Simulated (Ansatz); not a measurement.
# CH5ClNPSi: the cost of one run

Program: Ansatz 0.2.0, driven from Python. The levels of theory stand in the script. These are calculated values, not measurements.

## (1) Starting point

Bond lengths: N1–C2 1.236 Å, C2–Si3 1.859 Å, Si3–P4 2.210 Å, Si3–Cl5 2.081 Å, N1–H6 1.067 Å, C2–H7 1.116 Å, Si3–H8 1.487 Å, P4–H9 1.453 Å, P4–H10 1.350 Å. Angles: N1–C2–Si3 120.2°, N1–C2–H7 123.1°, Si3–C2–H7 116.7°, C2–N1–H6 112.0°, C2–Si3–P4 112.5°, C2–Si3–Cl5 109.5°, C2–Si3–H8 116.1°, P4–Si3–Cl5 104.7°, P4–Si3–H8 109.5°, Cl5–Si3–H8 103.7°, Si3–P4–H9 93.4°, Si3–P4–H10 99.0°, H9–P4–H10 96.4°.

The script holds or builds the structure itself.

## (2) Script

Input file run_torsion.py:

```python
"""Rigid torsion scan of CH5ClNPSi."""

import warnings

import ansatz
from ase import Atoms


def main() -> None:
    warnings.simplefilter("ignore", ansatz.DeckWarning)

    atoms = Atoms(["N", "C", "Si", "P", "Cl", "H", "H", "H", "H", "H"], positions=[
        [-1.8236, 0.873, 0.5864],
        [-0.6442, 0.7893, 0.9472],
        [0.666, 0.25, -0.2557],
        [0.6428, -1.9313, -0.6071],
        [2.5467, 0.6357, 0.5478],
        [-2.4543, 1.2369, 1.3657],
        [-0.3101, 1.0024, 1.9908],
        [0.6883, 0.9625, -1.5612],
        [-0.6372, -1.8953, -1.2931],
        [1.4087, -1.9743, -1.718],
    ])

    # start the scan from a relaxed geometry
    first = ansatz.Crystal.molecule_from_ase(atoms).calculation()
    first = first.basis(gaussian="cc-pVDZ")
    first = first.functional("pbe0").relax(force_tolerance=0.02, max_steps=80)
    atoms.positions = first.run(threads=1).report["positions_ang"]

    start = atoms.get_dihedral(3, 2, 1, 0)
    energies = {}
    for turn in range(0, 360, 30):
        turned = atoms.copy()
        turned.set_dihedral(3, 2, 1, 0, start + turn, indices=[0, 1, 5, 6])
        calc = (
            ansatz.Crystal.molecule_from_ase(turned).calculation()
            .basis(gaussian="cc-pVDZ")
            .correlation("mp2")
        )
        energies[round((start + turn) % 360)] = calc.run(threads=1).report["free_energy_ev"]
    floor = min(energies.values())
    print("dihedral P3-Si2-C1-N0 (deg)   E - E(min) (kcal/mol)")
    for angle, e in sorted(energies.items()):
        print(f"{angle:8d} {23.060548 * (e - floor):14.3f}  " + "#" * int(30 * (e - floor) / max(max(energies.values()) - floor, 1e-9)))


if __name__ == "__main__":
    main()
```

## (3) The input behind the calls

The engine receives this input (first run):

```yaml
crystal:
  periodic: [false, false, false]
  atoms:
    - { symbol: "N", position_ang: [-1.8236, 0.873, 0.5864] }
    - { symbol: C, position_ang: [-0.6442, 0.7893, 0.9472] }
    - { symbol: Si, position_ang: [0.666, 0.25, -0.2557] }
    - { symbol: P, position_ang: [0.6428, -1.9313, -0.6071] }
    - { symbol: Cl, position_ang: [2.5467, 0.6357, 0.5478] }
    - { symbol: H, position_ang: [-2.4543, 1.2369, 1.3657] }
    - { symbol: H, position_ang: [-0.3101, 1.0024, 1.9908] }
    - { symbol: H, position_ang: [0.6883, 0.9625, -1.5612] }
    - { symbol: H, position_ang: [-0.6372, -1.8953, -1.2931] }
    - { symbol: H, position_ang: [1.4087, -1.9743, -1.718] }
basis:
  gaussian:
    orbitals: cc-pVDZ
hamiltonian:
  xc: pbe0
relax:
  f_tol: 0.02
  max_steps: 80
```

## (4) Running it

The run is started by

```console
> python run_torsion.py
```

**Question.** How long does this script take on 1 thread of Intel Xeon 6975P-C (Granite Rapids), shared host, and how much memory does it need?

About 54 s, with a peak of 0.35 GiB.
